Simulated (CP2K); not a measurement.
Crystal: HPbNO4.

```
H Pb N O
1.0
     3.85778    0.00000    0.00000
    -0.04303    5.53506    0.00000
    -0.41973   -1.73538    5.78618
H Pb N O
1 1 1 4
Direct
  0.10913 0.65718 0.54463
  0.61029 0.52127 0.15100
  0.91580 0.96263 0.95867
  0.01384 0.13639 0.88084
  0.72398 0.01057 0.12858
  0.00389 0.73732 0.87043
  0.11927 0.59324 0.37651
```

The cell was built by a generator and needn't be a form met in nature.

Base run:

* Program: CP2K 2026.2
* Functional: RPBE
* Potentials or basis: POTENTIAL_UZH H GTH-PBE-q1, Pb GTH-PBE-q4, N GTH-PBE-q5, O GTH-PBE-q6; TZVP-MOLOPT-PBE-GTH basis
* Density cutoff: 13606 eV
* k mesh: 7 × 5 × 5
* Occupations: fermi-dirac, width 0.05 eV
* Spin: no spin polarisation

Its results: band gap on the k mesh 3.17 eV, indirect (least direct gap 3.24 eV); pressure 2.5 GPa.

Problem. The run is repeated on the same cell with these changes: functional from RPBE to SCAN. What comes out?

Solution. Band gap on the k mesh 3.41 eV, indirect (least direct gap 3.48 eV); pressure -0.1 GPa.

SCAN gives the wider gap, since meta-GGAs in the generalised Kohn-Sham scheme recover part of the derivative discontinuity.

Caveats: the potentials were made for another functional, which shifts forces and pressure; spin-orbit coupling is left out, which as a rule narrows the gap of such compounds by several tenths of an eV; the basis of atomic orbitals isn't converged, which shifts pressures, moduli and gaps.

A k mesh can miss the band edges.
